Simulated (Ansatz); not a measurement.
# BFH4INSi: the cost of one run

Method: RKS PBE0-D4/def2-SVP, in Ansatz 0.2.0.

## (1) The system as given

Bond lengths: N1–B2 1.514 Å, B2–F3 1.430 Å, B2–Si4 1.868 Å, Si4–I5 2.500 Å, N1–H6 1.069 Å, N1–H7 1.087 Å, Si4–H8 1.478 Å, Si4–H9 1.523 Å. Angles: N1–B2–F3 118.3°, N1–B2–Si4 122.3°, F3–B2–Si4 119.4°, B2–N1–H6 107.7°, B2–N1–H7 106.0°, H6–N1–H7 101.6°, B2–Si4–I5 110.6°, B2–Si4–H8 110.2°, B2–Si4–H9 112.4°, I5–Si4–H8 107.1°, I5–Si4–H9 108.5°, H8–Si4–H9 107.7°.

As a file:

```xyz
9

N     1.6233    0.7304   -0.2237
B     0.7603   -0.5096   -0.1230
F     1.3700   -1.7812   -0.3571
Si   -1.0516   -0.4298    0.3227
I    -2.3292    0.8458   -1.4061
H     1.4892    1.2932    0.6753
H     1.1417    1.3725   -0.9566
H    -1.6263   -1.7904    0.3727
H    -1.2889    0.2228    1.6786
```

## (2) End point A

Input file input.yaml:

```yaml
crystal:
  periodic: [false, false, false]
  atoms:
    - { symbol: "N", position_ang: [1.6233, 0.7304, -0.2237] }
    - { symbol: B, position_ang: [0.7603, -0.5096, -0.123] }
    - { symbol: F, position_ang: [1.37, -1.7812, -0.3571] }
    - { symbol: Si, position_ang: [-1.0516, -0.4298, 0.3227] }
    - { symbol: I, position_ang: [-2.3292, 0.8458, -1.4061] }
    - { symbol: H, position_ang: [1.4892, 1.2932, 0.6753] }
    - { symbol: H, position_ang: [1.1417, 1.3725, -0.9566] }
    - { symbol: H, position_ang: [-1.6263, -1.7904, 0.3727] }
    - { symbol: H, position_ang: [-1.2889, 0.2228, 1.6786] }
basis:
  gaussian: { orbitals: def2-SVP }
hamiltonian:
  xc: pbe0
  dispersion: d4
relax:
  f_tol: 0.015
  max_steps: 40
output:
  orbitals: {}
```

Started as:

```
$ ansatz run input.yaml --threads 2 --pin off --max-ram 3072MiB --backend cpu --events-out ev --progress --plain --runs-dir out
```

What time and memory should one allow on 2 threads of Intel Xeon 6975P-C (Granite Rapids), shared host?

About 41 s, with a peak of 0.27 GiB.
